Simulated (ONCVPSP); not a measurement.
# Pseudopotential generation for nitrogen: ONCV, LDA (Perdew-Wang 92)

Do these settings give a usable potential? It is generated, then checked for transferability, scattering, ghosts and hardness.

Method: ONCVPSP 4.0.1.1 (patched build), LDA (Perdew-Wang 92), scalar-relativistic.

### Step 1. The atom and the settings

The settings as typed:

| Property | Result |
| --- | --- |
| element | nitrogen (N, Z = 7) |
| type | optimised norm-conserving Vanderbilt (ONCV) |
| frozen core | [He] |
| valence charge | 5 |
| reference configuration | 2s2 2p1 (charge +2) |
| partial waves | 2s: rc 1.10 bohr, ncon 4, nbas 8, qcut 6.3 1/bohr, 2 projectors, debl 1.3 Ha; 2p: rc 1.50 bohr, ncon 4, nbas 7, qcut 11.3 1/bohr, 2 projectors, debl 2.2 Ha; d scattering state at 0.13 Ha: rc 1.25 bohr, ncon 3, nbas 6, qcut 7.3 1/bohr, 2 projectors, debl 3.1 Ha |
| local potential | polynomial inside 0.75 bohr (lpopt 5, dvloc0 -1 Ha) |
| core correction | Teter function, fcfact 2.75, rcfact 1.1 |

The nodes and maxima of the atom's own shells, from an earlier all-electron run, set the scale for the radii.

All-electron outer shells of the reference configuration (LDA (PZ), scalar-relativistic, ld1.x):

```csv
shell,level (eV),outermost node (bohr),outermost maximum (bohr)
1s,-420.63,–,0.15
2s,-48.89,0.32,0.96
2p,-37.62,–,0.85
```

### Step 2. The generation run

Contents of N.dat:

```
# ATOM AND REFERENCE CONFIGURATION
# atsym  z   nc   nv     iexc    psfile
  N 7.00    1    2  -001012      upf
#
#   n    l    f
    1    0    2.00
    2    0    2.00
    2    1    1.00
#
# PSEUDOPOTENTIAL AND OPTIMIZATION
# lmax
    2
#
#   l,   rc,      ep,       ncon, nbas, qcut
    0    1.10    0.00    4    8    6.30
    1    1.50    0.00    4    7   11.30
    2    1.25    0.13    3    6    7.30
#
# LOCAL POTENTIAL
# lloc, lpopt,  rc(5),   dvloc0
    4    5    0.75   -1.00
#
# VANDERBILT-KLEINMAN-BYLANDER PROJECTORs
# l, nproj, debl
    0    2    1.30
    1    2    2.20
    2    2    3.10
#
# MODEL CORE CHARGE
# icmod, fcfact, rcfact
    3    2.75    1.10
#
# LOG DERIVATIVE ANALYSIS
# epsh1, epsh2, depsh
   -3.00    5.00    0.02
#
# OUTPUT GRID
# rlmax, drl
    6.00    0.01
#
# TEST CONFIGURATIONS
# ncnf
    4
# nvcnf
#   n    l    f
    2
    2    0    2.00
    2    1    3.00
#
    2
    2    0    2.00
    2    1    2.00
#
    2
    2    0    2.00
    2    1    0.00
#
    2
    2    0    0.00
    2    1    5.00
#
```

Started as:

```sh
oncvpsp.x < N.dat > N.out
```

Before running it: what results should come out? Wanted: cutoffs for 1 and 0.1 mHa per electron, occupied waves; bound ghosts; GHOST(+) flags; largest test error; largest phase difference near zero energy, channels read; rms error of d²Exc/dn², without and with the model core; projector energies reset by the program.

As calculated:

| quantity | value |
| --- | --- |
| cutoffs for 1 and 0.1 mHa per electron, occupied waves | 38 Ha and 132 Ha |
| bound ghosts | d at -0.75 eV |
| GHOST(+) flags | none at low energy |
| largest test error (AE − PS) | +348 meV, for 2s0 2p5 |
| largest phase difference near zero energy, channels read | 3.142 rad |
| rms error of d²Exc/dn², without and with the model core | 7.87 and 6.15 mHa |
| projector energies reset by the program | s: -1.797, 0.250 Ha |

What this shows: It has a bound ghost (d), a state that the atom doesn't have, and that rules the file out. By total energies transferability is poor: the largest error is 348 meV on 20.2 eV, for 2s0 2p5. It counts as hard, with 38 Ha needed at the looser tolerance. The tighter tolerance needs 132 Ha, and converged work needs a cutoff nearer that. Near zero energy the largest phase difference among the channels read is 3.14 rad, in the d channel (at the energies tabulated). A step near π is an extra or missing state, not a misfit of shape. The pseudo curves have a pole with no partner nearby in the atom's: d at -0.03 Ha.
